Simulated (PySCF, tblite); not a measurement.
**C4H12N2OSi2: geometry, infrared bands and NMR shifts**

Wanted: the infrared bands and NMR shifts of C4H12N2OSi2 (`C/N=C\CC(=O)[Si@H](N)[SiH3]`), by calculation.

Computed with tblite 0.8.0 and PySCF 2.14.0, with density-fitted response routines of our own, on a single molecule in the gas phase. Atoms count from 0, in the outputs and in this text.

## Step 1: The molecule as given

21 atoms, charge 0, multiplicity 1; geometry from: force field or distance geometry start.

Bonds of the start (Å): C0–N1 1.46, N1–C2 1.27, C2–C3 1.52, C3–C4 1.51, C4–O5 1.22, C4–Si6 1.89, Si6–N7 1.72, Si6–Si8 2.33, C0–H9 1.09, C0–H10 1.10, C0–H11 1.09, C2–H12 1.11, C3–H13 1.09, C3–H14 1.09, Si6–H15 1.47, N7–H16 1.02, N7–H17 1.01, Si8–H18 1.48, Si8–H19 1.49, Si8–H20 1.49.

## Step 2: Optimising the geometry with GFN2-xTB

What the job is given:

```
{"job": {"kind": "relax", "xc": "GFN2-xTB", "basis": "xTB"}, "charge": 0, "multiplicity": 1}
C      2.903200    -1.220000     0.170200
N      3.072600     0.227200     0.220000
C      2.171300     1.000700    -0.227700
C      0.856400     0.617700    -0.876900
C     -0.327000     1.177800    -0.127900
O     -0.337200     2.251100     0.455500
Si    -1.969300     0.238900    -0.187300
N     -3.320700     1.274200     0.032300
Si    -1.773400    -1.422200     1.440500
H      3.761600    -1.706700     0.623400
H      2.012900    -1.535900     0.739500
H      2.815200    -1.573700    -0.860500
H      2.347200     2.092100    -0.154800
H      0.852200     1.025400    -1.884700
H      0.764100    -0.465500    -0.947400
H     -2.154100    -0.380900    -1.509100
H     -3.373300     1.921200    -0.753200
H     -3.147600     1.861000     0.837400
H     -0.554800    -2.217000     1.168700
H     -1.653900    -0.819700     2.802500
H     -2.954300    -2.328700     1.417900
```

Started as:

```console
$ OMP_NUM_THREADS=1 python probes_run.py task.json out
```

This one command runs all jobs of the session in turn.

**Question.** This job is followed by: GFN2-xTB harmonic vibrations, gas phase; GIAO PBE0/pcSseg-1 NMR shielding, non-relativistic, gas phase. What will the session give for the following? strongest single infrared mode (GFN2-xTB); zero-point energy (GFN2-xTB); 13C shifts against TMS (PBE0/pcSseg-1); 1H shifts against TMS (PBE0/pcSseg-1, means over atoms taken as alike); 15N shifts against NH3 (PBE0/pcSseg-1); 17O shifts against H2O (PBE0/pcSseg-1); 29Si shifts against TMS (PBE0/pcSseg-1); surface potential, 1st and 99th percentile.

The runs gave:

| quantity | value |
| --- | --- |
| strongest single infrared mode (GFN2-xTB) | 1698 cm⁻¹, 419 km/mol |
| zero-point energy (GFN2-xTB) | 95.4 kcal/mol |
| 13C shifts against TMS (PBE0/pcSseg-1) | 240.8, 157.5, 56.2, 43.2 ppm |
| 1H shifts against TMS (PBE0/pcSseg-1, means over atoms taken as alike) | 7.54, 5.58, 4.84, 3.79, 3.44, 3.23, -0.02 ppm |
| 15N shifts against NH3 (PBE0/pcSseg-1) | 393.0, -1.8 ppm |
| 17O shifts against H2O (PBE0/pcSseg-1) | 818.7 ppm |
| 29Si shifts against TMS (PBE0/pcSseg-1) | -48.8, -111.7 ppm |
| surface potential, 1st and 99th percentile | -1.56 V and 1.54 V |

Relaxing lowered the energy by 0.386 eV in 269 steps; the close pair that moved most is Si8–H19, from 1.494 to 1.464 Å. No mode is imaginary among the 57: a minimum at this level. The strongest single mode, at 1698 cm⁻¹, moves mainly C4 and O5. Unscaled tight-binding wavenumbers are off by several per cent, some by more. Its intensities can rank the bands wrongly. At PBE0/pcSseg-1: Shielding is most anisotropic at O5 (span 1703 ppm, paramagnetic term -882 ppm). At PBE0/pcSseg-1, counted by nearest atom on the grid, the HOMO lies on O5 32 %; N1 16 %, the LUMO on C4 34 %; O5 24 %.
